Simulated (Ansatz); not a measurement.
# SnH2F (SMILES [F][SnH2]) at UCCSD/STO-3G

What is the electronic atomisation energy of SnH2F at UCCSD/STO-3G? 

The results are computed with Ansatz 0.2.0.

59 further runs of the same task are left out: 7 that didn't finish, 52 set aside as unsound or not needed.

**1. Starting point**

The species is SnH2F (4 atoms), meant as a doublet with charge 0. As SMILES, `[F][SnH2]`. The shape is that of a PBE0-D4/def2-TZVP optimisation.

Bond lengths: F1–Sn2 1.932 Å, Sn2–H3 1.726 Å, Sn2–H4 1.726 Å. Angles: F1–Sn2–H3 103.3°, F1–Sn2–H4 103.3°, H3–Sn2–H4 113.3°.

**2. A single-point energy at UCCSD/STO-3G**

Contents of input.yaml:

```yaml
crystal:
  periodic: [false, false, false]
  atoms:
    - {symbol: F, position_ang: [-1.552600, -0.190000, 0.640700]}
    - {symbol: Sn, position_ang: [0.028300, -0.242200, -0.468300]}
    - {symbol: H, position_ang: [1.184100, -1.054400, 0.524100]}
    - {symbol: H, position_ang: [0.395700, 1.426200, -0.716700]}
basis:
  gaussian:
    orbitals: STO-3G
magnetization:
  spin_polarized: true
  initial_magnetization: 1
correlation:
  method: ccsd
  frozen_orbitals: {F: 1, H: 0, Sn: 18}
accuracy: high
scf:
  omitted_lower_state_checks: [cluster_reference, increment]
```

Started as:

```sh
$ ansatz run input.yaml --threads 1 --pin off --max-ram 2610MiB --events-out events.jsonl --progress --plain --runs-dir runs
```

What it wrote:

```text
Warning: RAYON_NUM_THREADS=1 ignored (pool sized by the plan → 1); use --threads N
Functional definition: HF
  name "HF"
  exchange = exact_x
  correlation = 0
these checks for a lower state are left out or cut short: cluster_reference, increment
612 factors; integrals over basis functions are off by at most 4.8e-9 eV
mean field evaluation 1: about -164965.8377 eV, gradient 1.1e1 eV
mean field evaluation 2: about -164965.8818 eV, gradient 1.1e1 eV
mean field evaluation 4: about -164967.6375 eV, gradient 1.3e0 eV
mean field evaluation 8: about -164967.6922 eV, gradient 1.7e-3 eV
mean field -164967.68679183 eV, -6062.4506704855 hartree, gradient 1.3e-8 eV, S^2 0.753011; 0 other end points of the search recorded, 0 dependent functions left out
19 core orbitals not correlated: weight in the atoms' cores, before any rotation towards them, 1.000 or more for the frozen orbitals, at most 0.000 for the correlated occupied ones
reference -164967.68679183 eV, -6062.4506704855 hartree; 12, 11 occupied and 3, 4 virtual orbitals, 612 factors
second order -1.26438467 eV of doubles, -0.00000000 eV of singles
cycle   1  -1.56242172 eV  change   -3.0e-1 eV  update   7.6e-2
cycle   2  -1.76153758 eV  change   -2.0e-1 eV  update   2.9e-2
cycle   3  -1.82080166 eV  change   -5.9e-2 eV  update   1.6e-2
cycle   4  -1.82131136 eV  change   -5.1e-4 eV  update   5.7e-3
cycle   5  -1.82153517 eV  change   -2.2e-4 eV  update   2.7e-3
cycle   6  -1.82279332 eV  change   -1.3e-3 eV  update   1.2e-3
cycle   7  -1.82246982 eV  change    3.2e-4 eV  update   3.9e-4
cycle   8  -1.82219599 eV  change    2.7e-4 eV  update   1.8e-4
cycle   9  -1.82227706 eV  change   -8.1e-5 eV  update   8.7e-5
cycle  10  -1.82227301 eV  change    4.0e-6 eV  update   3.8e-5
cycle  11  -1.82227121 eV  change    1.8e-6 eV  update   1.6e-5
cycle  12  -1.82226889 eV  change    2.3e-6 eV  update   5.3e-6
cycle  13  -1.82226942 eV  change   -5.3e-7 eV  update   2.3e-6
cycle  14  -1.82227093 eV  change   -1.5e-6 eV  update   1.1e-6
cycle  15  -1.82227096 eV  change   -3.6e-8 eV  update   4.7e-7
cycle  16  -1.82227074 eV  change    2.3e-7 eV  update   2.2e-7
cycle  17  -1.82227060 eV  change    1.4e-7 eV  update   9.0e-8
cycle  18  -1.82227058 eV  change    2.0e-8 eV  update   4.1e-8
cycle  19  -1.82227058 eV  change   -5.6e-9 eV  update   2.2e-8
cycle  20  -1.82227000 eV  change    5.9e-7 eV  update   1.1e-7
cycle  21  -1.82226982 eV  change    1.7e-7 eV  update   4.6e-8
cycle  22  -1.82226977 eV  change    5.6e-8 eV  update   1.9e-8
cycle  23  -1.82226977 eV  change  -4.6e-10 eV  update   8.5e-9
cycle  24  -1.82226977 eV  change   -4.6e-9 eV  update   3.9e-9
cycle  25  -1.82226978 eV  change  -9.9e-10 eV  update   1.4e-9
Total energy: -164969.50906160 eV, -6062.5176376645 hartree
Checks for a lower state left out: cluster_reference, increment
```

It took 0.8 s on 1 thread of Arm Neoverse V2, shared host; peak memory 0.1 GiB.

**3. The F atom**

Contents of run.yaml:

```yaml
crystal:
  periodic: [false, false, false]
  atoms:
    - symbol: F
      position_ang: [0.000000, 0.000000, 0.000000]
basis:
  gaussian:
    orbitals: STO-3G
magnetization:
  spin_polarized: true
  initial_magnetization: 1
correlation:
  method: ccsd
  frozen_orbitals: {F: 1}
accuracy: high
scf:
  omitted_lower_state_checks: [cluster_reference, increment]
```

Run the same way, it converges to -97.98651 Eh (log not shown).

**4. The H atom: the energy at UHF/STO-3G**

Contents of run.yaml:

```yaml
crystal:
  periodic: [false, false, false]
  atoms:
    - {symbol: H, position_ang: [0.000000, 0.000000, 0.000000]}
basis:
  gaussian:
    orbitals: STO-3G
magnetization:
  spin_polarized: true
  initial_magnetization: 1
hamiltonian:
  xc: hf
accuracy: high
```

Started as:

```sh
$ ansatz run run.yaml --threads 1 --pin off --max-ram 2610MiB --events-out events.jsonl --progress --plain --runs-dir runs
```

What it wrote:

```text
Warning: RAYON_NUM_THREADS=1 ignored (pool sized by the plan → 1); use --threads N
[... 4 set-up lines as earlier in the session ...]
1 factors; integrals over basis functions are off by at most 4.6e-10 eV
mean field evaluation 1: about -12.6963 eV, gradient 0.0e0 eV
mean field evaluation 2: about -12.6963 eV, gradient 0.0e0 eV
mean field -12.69633895 eV, -0.4665818504 hartree, gradient 0.0e0 eV, S^2 0.750000; 0 other end points of the search recorded, 0 dependent functions left out
reference -12.69633895 eV, -0.4665818504 hartree; 1, 0 occupied and 0, 1 virtual orbitals, 1 factors
Total energy: -12.69633895 eV, -0.4665818504 hartree
```

It took 0.02 s on 1 thread of Arm Neoverse V2, shared host.

**5. The Sn atom at the same level**

Contents of input.yaml:

```yaml
crystal:
  periodic: [false, false, false]
  atoms:
    - {symbol: Sn, position_ang: [0.000000, 0.000000, 0.000000]}
basis:
  gaussian:
    orbitals: STO-3G
magnetization:
  spin_polarized: true
  initial_magnetization: 2
correlation:
  method: ccsd
  frozen_orbitals: {Sn: 18}
accuracy: high
scf:
  omitted_lower_state_checks: [cluster_reference, increment]
```

Run the same way, it converges to -5963.21986 Eh (log not shown).

**6. Results**

Level: UCCSD/STO-3G, 19 core orbitals frozen.

| quantity | value |
| --- | --- |
| molecule: total energy | -6062.51764 Eh |
| molecule: correlation energy (19 core orbitals frozen) | -67.0 mEh |
| molecule: ⟨S²⟩ of the reference determinant | 0.753 |
| molecule: T1 diagnostic | 0.014 |
| F atom: total energy | -97.98651 Eh |
| F atom: correlation energy (1 core orbital frozen) | 0.0 mEh |
| F atom: ⟨S²⟩ of the reference determinant | 0.750 |
| F atom: T1 diagnostic | 0.000 |
| H atom: total energy | -0.46658 Eh |
| H atom: ⟨S²⟩ | 0.750 |
| Sn atom: total energy | -5963.21986 Eh |
| Sn atom: correlation energy (18 core orbitals frozen) | -13.7 mEh |
| Sn atom: ⟨S²⟩ of the reference determinant | 2.000 |
| Sn atom: T1 diagnostic | 0.000 |
| electronic atomisation energy | 10.289 eV |

In words: Taking the molecule apart into free atoms costs 10.29 eV (993 kJ/mol), before zero-point energy and without spin-orbit coupling. In a minimal basis such a difference can be off by several eV, whatever the method. Relativity is left out (molecule) although the molecule holds a heavy atom. Relativity is left out (Sn atom) although the molecule holds a heavy atom.
